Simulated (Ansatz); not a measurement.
# C4H2Cl2Ge: the cost of one run

The runs use Ansatz 0.2.0, Gaussian basis; the settings change from run to run.

**1. The relaxed structure**

An earlier PBE0-D4 in a triple-zeta def2 set relaxation fixed the geometry.

SMILES `C#[C][Ge]([Cl])([Cl])[C]#C`, 9 atoms, charge 0, spin multiplicity 1.

Atoms are counted from 1 here; the program's logs count them from 0.

Bond lengths: C1–C2 1.203 Å, C1–H8 1.066 Å, C2–Ge3 1.878 Å, Ge3–Cl4 2.130 Å, Ge3–Cl5 2.130 Å, Ge3–C6 1.878 Å, C6–C7 1.203 Å, C7–H9 1.066 Å. Angles: C2–C1–H8 179.9°, C1–C2–Ge3 179.9°, C2–Ge3–Cl4 109.1°, C2–Ge3–Cl5 109.1°, C2–Ge3–C6 112.2°, Cl4–Ge3–Cl5 108.1°, Cl4–Ge3–C6 109.1°, Cl5–Ge3–C6 109.1°, Ge3–C6–C7 180.0°, C6–C7–H9 180.0°.

**2. wB97/6-31G**

Set apart from the defaults: multiplicity 3, high accuracy.

Contents of in.yaml:

```yaml
crystal:
  periodic: [false, false, false]
  atoms:
    - {symbol: C, position_ang: [0.636635, -2.543197, 0.676952]}
    - {symbol: C, position_ang: [0.456169, -1.508335, 0.090297]}
    - {symbol: Ge, position_ang: [0.178545, 0.106243, -0.828057]}
    - {symbol: Cl, position_ang: [-1.173729, -0.230748, -2.438841]}
    - {symbol: Cl, position_ang: [2.029757, 0.770242, -1.645972]}
    - {symbol: C, position_ang: [-0.516694, 1.446744, 0.288638]}
    - {symbol: C, position_ang: [-0.961776, 2.305897, 1.003781]}
    - {symbol: H, position_ang: [0.795979, -3.459921, 1.197857]}
    - {symbol: H, position_ang: [-1.356286, 3.066775, 1.638243]}
basis:
  gaussian: {orbitals: 6-31G}
magnetization: {spin_polarized: true, initial_magnetization: 2}
hamiltonian: {xc: {name: wB97}}
accuracy: high
```

Run with:

```console
ansatz run in.yaml --threads 4 --pin off --events-out ev --progress --plain --max-ram 11315MiB
```

**Question.** How long does this run take on 4 threads of Arm Neoverse V2, shared host, and how much memory does it need?

About 69 s, with a peak of 1.1 GiB.
